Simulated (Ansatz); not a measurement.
# WS: density of states with PBE

The system is WS.

```
CELL_PARAMETERS angstrom
3.44485 0.00000 0.00000
0.00000 3.44485 0.00000
0.00000 0.00000 3.44485
ATOMIC_POSITIONS crystal
W 0.50000 0.50000 0.50000
S 0.00000 0.00000 0.00000
```

The cell was built by a generator and needn't be a form met in nature.

```
Program             : Ansatz 0.2.0
Task                : density of states
Functional          : PBE
Potentials or basis : all-electron PAW datasets made for the crystal
Cutoff              : 300 eV (chosen from the basis error)
k mesh              : 8 × 8 × 8
Occupations         : fermi-dirac, width 0.05 eV
Spin                : no spin polarisation
```

* Pressure: -35.5 GPa
* Band gap on the k mesh: none (metal or under the smearing width)

Levels at points of the mesh, in eV from the Fermi level:
```
              k point  band 2  band 3  band 4  band 5  band 6  band 7  band 8  band 9
   (0.00, 0.00, 0.00)   -2.45   -2.45   -2.35   -2.35   -2.35   -0.93    0.67    0.67
  (0.00, 0.00, -0.50)   -7.25   -3.18   -3.18   -1.83    0.93    1.33    2.29    2.29
 (0.00, -0.50, -0.50)   -5.07   -5.07   -2.82   -1.48   -0.48   -0.48   -0.33    1.82
(-0.50, -0.50, -0.50)   -5.72   -5.72   -5.72    1.90    1.90    2.36    2.36    2.36
```

States per cell in windows of 0.5 eV (zero at the Fermi level; states under -8 eV left out):
```csv
from (eV),total
-8.0,0.00
-7.5,0.02
-7.0,0.19
-6.5,0.39
-6.0,1.00
-5.5,0.73
-5.0,0.68
-4.5,0.68
-4.0,0.69
-3.5,0.95
-3.0,0.63
-2.5,0.19
-2.0,1.14
-1.5,0.58
-1.0,0.41
-0.5,1.91
0.0,1.54
0.5,0.99
1.0,1.37
1.5,1.48
2.0,0.53
2.5,0.83
3.0,0.96
3.5,0.11
4.0,0.04
4.5,0.08
5.0,0.17
5.5,0.34
6.0,0.48
6.5,0.44
7.0,0.24
7.5,0.16
```

Wall time 7 s on 1 thread of Arm Neoverse V2 (shared host), peak memory 0.5 GiB.

Caveat: a pressure of tens of GPa on the cell as given is suspect, and the run, the potentials or the cell itself is likely at fault; the program warned that the printed levels may be off, so bands, gaps and densities of states are rough; the density of states is complete only up to the lowest level of the last band computed. The run has no spin-orbit coupling, so splittings on W are missing.
